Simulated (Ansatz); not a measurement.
**F2HSn: short molecular-dynamics run from a Python script**

How does F2HSn move over a short run? Wanted for F2HSn: a short molecular-dynamics run. SMILES: [F][SnH][F].

Computed with Ansatz 0.2.0, driven from Python. Level of theory: Hartree-Fock/def2-SVP.

## (1) The system

Bond lengths: F1–Sn2 2.006 Å, Sn2–F3 1.934 Å, Sn2–H4 1.749 Å. Angles: F1–Sn2–F3 110.2°, F1–Sn2–H4 107.8°, F3–Sn2–H4 107.7°.

The script holds or builds the structure itself.

## (2) The script

Input file f2hsn_md.py:

```python
"""A short Born-Oppenheimer trajectory of F2HSn."""

import ansatz as az
from ase import Atoms
import numpy as np

atoms = Atoms(["F", "Sn", "F", "H"], positions=[
    (0.6743, -1.36, 1.1),
    (-0.4626, -0.0186, 0.1335),
    (0.2955, 1.7518, 0.3118),
    (-0.4517, -0.4335, -1.5655),
])
geometry = az.Crystal.molecule_from_ase(atoms)

calculation = geometry.calculation()
calculation = calculation.basis(gaussian="def2-SVP").functional("HF")
calculation = calculation.spin("collinear", total=1)
calculation = calculation.md("nvt_langevin", timestep=0.5, steps=30, temperature=300, initial_velocities="maxwell_boltzmann", seed=14, friction=0.02)
frames = []
calculation.session().plan().execute(on_event=lambda e: frames.append(e["data"]) if e["event"] == "md_step" else None)
print("t (fs)   E_pot (eV)      E_kin (eV)   T (K)   d(0-1) (A)")
for f in frames[::1]:
    xyz = np.array(f["positions_ang"])
    print(f"{f['time_fs']:6.2f} {f['lagrangian_ev']:14.5f} {f['e_kin_ev']:10.5f} {f['temperature_k']:8.1f} {np.linalg.norm(xyz[0] - xyz[1]):9.4f}")
print("mean temperature", round(float(np.mean([f["temperature_k"] for f in frames])), 1), "K")
```

## (3) The calls as engine input

The engine receives this input:

```yaml
crystal:
  periodic: [false, false, false]
  atoms:
    - { symbol: F, position_ang: [0.6743, -1.36, 1.1] }
    - { symbol: Sn, position_ang: [-0.4626, -0.0186, 0.1335] }
    - { symbol: F, position_ang: [0.2955, 1.7518, 0.3118] }
    - { symbol: H, position_ang: [-0.4517, -0.4335, -1.5655] }
basis:
  gaussian:
    orbitals: def2-SVP
hamiltonian:
  xc: hf
magnetization:
  spin_polarized: true
  initial_magnetization: 1.0
md:
  timestep: 0.5
  n_steps: 30
  ensemble: nvt_langevin
  temperature: 300.0
  friction: 0.02
  initial_velocities: maxwell_boltzmann
  seed: 14
```

## (4) Launch

On the command line:

```
> python f2hsn_md.py
```

What it wrote:

```text
t (fs)   E_pot (eV)      E_kin (eV)   T (K)   d(0-1) (A)
  0.00   -11228.94312    0.11633    225.0    2.0065
  0.50   -11228.93664    0.13456    260.2    2.0081
  1.00   -11228.92953    0.12323    238.3    2.0094
  1.50   -11228.92197    0.11254    217.7    2.0104
  2.00   -11228.91465    0.08994    173.9    2.0111
  2.50   -11228.90898    0.09869    190.9    2.0115
  3.00   -11228.90555    0.08338    161.3    2.0117
  3.50   -11228.90419    0.08991    173.9    2.0115
  4.00   -11228.90433    0.08862    171.4    2.0108
  4.50   -11228.90579    0.09146    176.9    2.0097
  5.00   -11228.90865    0.10289    199.0    2.0082
  5.50   -11228.91249    0.09358    181.0    2.0065
  6.00   -11228.91803    0.10924    211.3    2.0044
  6.50   -11228.92588    0.11074    214.2    2.0019
  7.00   -11228.93546    0.11001    212.8    1.9991
  7.50   -11228.94554    0.11259    217.8    1.9963
  8.00   -11228.95523    0.13647    263.9    1.9933
  8.50   -11228.96389    0.15621    302.1    1.9899
  9.00   -11228.97008    0.15616    302.0    1.9864
  9.50   -11228.97338    0.16215    313.6    1.9825
 10.00   -11228.97369    0.15249    294.9    1.9782
 10.50   -11228.97154    0.15156    293.1    1.9737
 11.00   -11228.96933    0.16972    328.3    1.9687
 11.50   -11228.96843    0.18865    364.9    1.9630
 12.00   -11228.96907    0.18105    350.2    1.9573
 12.50   -11228.97303    0.19473    376.6    1.9516
 13.00   -11228.98097    0.21455    415.0    1.9458
 13.50   -11228.99155    0.25209    487.6    1.9395
 14.00   -11229.00301    0.25875    500.5    1.9329
 14.50   -11229.01281    0.25495    493.1    1.9265
 15.00   -11229.02008    0.26991    522.0    1.9201
mean temperature 284.9 K
```

Wall time 36 s (1 thread of Arm Neoverse V1, shared host); peak memory 0.2 GiB.

Lines on the test bed's own set-up are left out of the output.

## (5) The run's own record

From the engine's report, whether the script printed it or not:

```csv
item,value
SCF cycles in all,332
orbitals,59
total energy (eV),-11229.02008
```

## (6) The trajectory

One row in 2:

```csv
time (fs),T (K),change of potential energy (meV/atom),mean square move (Å²)
0.0,225,0.0,0.0000
1.0,238,3.4,0.0002
2.0,174,7.1,0.0007
3.0,161,9.4,0.0013
4.0,171,9.7,0.0018
5.0,199,8.6,0.0023
6.0,211,6.3,0.0028
7.0,213,1.9,0.0032
8.0,264,-3.0,0.0038
9.0,302,-6.7,0.0047
10.0,295,-7.6,0.0060
11.0,328,-6.6,0.0075
12.0,350,-6.5,0.0085
13.0,415,-9.5,0.0090
14.0,500,-15.0,0.0088
15.0,522,-19.2,0.0085
```

Positions (Å) and forces (eV/Å) at 15.0 fs:

```xyz
4

F     0.627   -1.298    1.097    0.222    0.216    0.049
Sn   -0.462   -0.030    0.151   -0.366    0.444    0.360
F     0.296    1.752    0.208    0.084   -0.507    0.132
H    -0.393   -0.491   -1.466    0.061   -0.153   -0.541
```

## (7) What came out

| quantity | value |
| --- | --- |
| total energy | -11229.0201 eV |
| dipole moment | 3.39 D |
| <S²> of the mean field (pure state) | 0.759 (0.75) |
| length of the run | 30 steps, 15 fs |
| mean temperature, second half | 364 K |
| farthest move | 0.16 Å |

In words: The temperature swings between 161 and 522 K, with a mean of 364 K in the second half; 4 atoms fluctuate widely. 15 fs show the first vibrations only, not equilibrium. Reading the output:
- The trajectory is only some femtoseconds long, and gives no averages; where the script doesn't relax first, it starts from a rough generated geometry.
- def2 sets replace the cores of elements past krypton by effective core potentials.
- The species is open-shell (spin multiplicity 2).
- The printed temperature counts all 3N degrees of freedom under Langevin dynamics, so the first row lies under the target.
